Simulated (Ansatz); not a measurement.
# CH5In: how energies converge with the basis set

Aim: see how fast density functionals converge with the basis set for CH5In.

The runs use Ansatz 0.2.0, Gaussian basis; one geometry, several basis sets.

The runs, in order: PBE0-D4/def2-SVP; ωB97M-V/def2-SVP; PBE0-D4/def2-QZVPP; ωB97M-V/def2-QZVPP; the functionals' def2-TZVPP values are taken from earlier runs.

1 further run of the same task is left out (it didn't finish).

## 1. The geometry

An earlier PBE0-D4 in a triple-zeta def2 set relaxation fixed the geometry. In takes the def2 core potential; no spin-orbit term is included.

SMILES `[CH3][InH2]`, 7 atoms, charge 0, spin multiplicity 1.

Atoms are counted from 1 here; the program's logs count them from 0.

Bond lengths: C1–In2 2.153 Å, C1–H3 1.090 Å, C1–H4 1.093 Å, C1–H5 1.091 Å, In2–H6 1.730 Å, In2–H7 1.731 Å. Angles: In2–C1–H3 111.6°, In2–C1–H4 109.1°, In2–C1–H5 110.7°, H3–C1–H4 108.3°, H3–C1–H5 109.4°, H4–C1–H5 107.6°, C1–In2–H6 120.8°, C1–In2–H7 120.0°, H6–In2–H7 119.3°.

## 2. PBE0-D4 in def2-SVP

Input file in.yaml:

```yaml
crystal:
  periodic: [false, false, false]
  atoms:
    - {symbol: C, position_ang: [-0.528509, -0.700605, -0.498646]}
    - {symbol: In, position_ang: [0.594323, 0.783777, 0.583979]}
    - {symbol: H, position_ang: [-1.415557, -1.012395, 0.052481]}
    - {symbol: H, position_ang: [-0.848333, -0.279993, -1.455857]}
    - {symbol: H, position_ang: [0.091188, -1.573000, -0.711992]}
    - {symbol: H, position_ang: [-0.133531, 1.676965, 1.874912]}
    - {symbol: H, position_ang: [2.240419, 1.105250, 0.155123]}
basis:
  gaussian: {orbitals: def2-SVP}
hamiltonian: {xc: pbe0, dispersion: d4}
output: {orbitals: {seedname: orbitals}}
```

The runs that follow: ωB97M-V in def2-SVP; PBE0-D4 in def2-QZVPP; ωB97M-V in def2-QZVPP.

Q: Predict the results of all the runs planned. Wanted: PBE0-D4: double and triple zeta above quadruple; ωB97M-V: double and triple zeta above quadruple.

**Answer**, as computed:

| quantity | value |
| --- | --- |
| PBE0-D4: double and triple zeta above quadruple | 1.64, 0.12 eV |
| ωB97M-V: double and triple zeta above quadruple | 1.78, 0.12 eV |

What this shows: For PBE0-D4 the step from double to triple zeta gains 1.52 eV and the next only 0.12 eV. These are total energies; as a rule much of such shifts cancels in differences, which this series doesn't test.
